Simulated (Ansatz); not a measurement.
# KCSN: the cost of one run

Computed with Ansatz 0.2.0 (DFT, PBE, plane-wave PAW, default files, scalar-relativistic, as far as a step names no other, unless a step's input says otherwise).

1 further run of the same task is left out (it didn't finish).

## (1) The starting structure

The structure is orthorhombic, space group Pbcm (No. 57). The conventional cell has a = 6.660 Å, b = 6.635 Å, c = 7.580 Å, α = 90.00°, β = 90.00°, γ = 90.00°. K (site symmetry 2) is surrounded by 4 N at 2.89 to 3.12 Å and 2 S at 3.19 Å. Around C (site symmetry m) lie 1 N at 1.15 Å. S (site symmetry m) has 1 C at 1.72 Å as nearest neighbours. N (site symmetry m) has 1 C at 1.15 Å as nearest neighbours.

Structure file:

```
K C S N
1.0
     6.66000    0.00000    0.00000
     0.00000    6.63500    0.00000
     0.00000    0.00000    7.58000
K C S N
4 4 4 4
Direct
  0.21200 0.75000 0.00000
  0.78800 0.25000 0.50000
  0.78800 0.25000 0.00000
  0.21200 0.75000 0.50000
  0.20500 0.28000 0.75000
  0.79500 0.78000 0.75000
  0.20500 0.22000 0.25000
  0.79500 0.72000 0.25000
  0.38500 0.09500 0.75000
  0.61500 0.59500 0.75000
  0.38500 0.40500 0.25000
  0.61500 0.90500 0.25000
  0.08000 0.40000 0.75000
  0.92000 0.90000 0.75000
  0.08000 0.10000 0.25000
  0.92000 0.60000 0.25000
```

## (2) Gradients at the starting positions

input.yaml reads:

```yaml
crystal:
  lattice:
    - [6.66, 0.0, 0.0]
    - [0.0, 6.635, 0.0]
    - [0.0, 0.0, 7.58]
  atoms:
    - { symbol: K, position: [0.212, 0.75, 0.0] }
    - { symbol: K, position: [0.788, 0.25, 0.5] }
    - { symbol: K, position: [0.788, 0.25, 0.0] }
    - { symbol: K, position: [0.212, 0.75, 0.5] }
    - { symbol: C, position: [0.205, 0.28, 0.75] }
    - { symbol: C, position: [0.795, 0.78, 0.75] }
    - { symbol: C, position: [0.205, 0.22, 0.25] }
    - { symbol: C, position: [0.795, 0.72, 0.25] }
    - { symbol: S, position: [0.385, 0.095, 0.75] }
    - { symbol: S, position: [0.615, 0.595, 0.75] }
    - { symbol: S, position: [0.385, 0.405, 0.25] }
    - { symbol: S, position: [0.615, 0.905, 0.25] }
    - { symbol: "N", position: [0.08, 0.4, 0.75] }
    - { symbol: "N", position: [0.92, 0.9, 0.75] }
    - { symbol: "N", position: [0.08, 0.1, 0.25] }
    - { symbol: "N", position: [0.92, 0.6, 0.25] }
kpoints:
  mp_grid: { grid: [4, 4, 4] }
scf:
  occupations: { method: fermi_dirac, width: 0.02 }
hamiltonian:
  xc: pbe
  pseudopotentials: { kind: paw }
output:
  forces: true
  stress: true
  populations: true
  efg:
    quadrupole_moments_barn: { K: 0.0603, S: -0.0694, "N": 0.02044 }
    contact_densities: true
  write_density: true
  write_potential: true
  elf: true
  volumetric_format: npy
```

Command:

```
ansatz run input.yaml --threads 1 --pin off --max-ram 2560MiB --backend cpu --events-out ev --progress --plain --runs-dir out
```

What time and memory should one allow on 1 thread of Intel Xeon Platinum 8488C (Sapphire Rapids), shared host?

About 72 s, with a peak of 0.83 GiB.
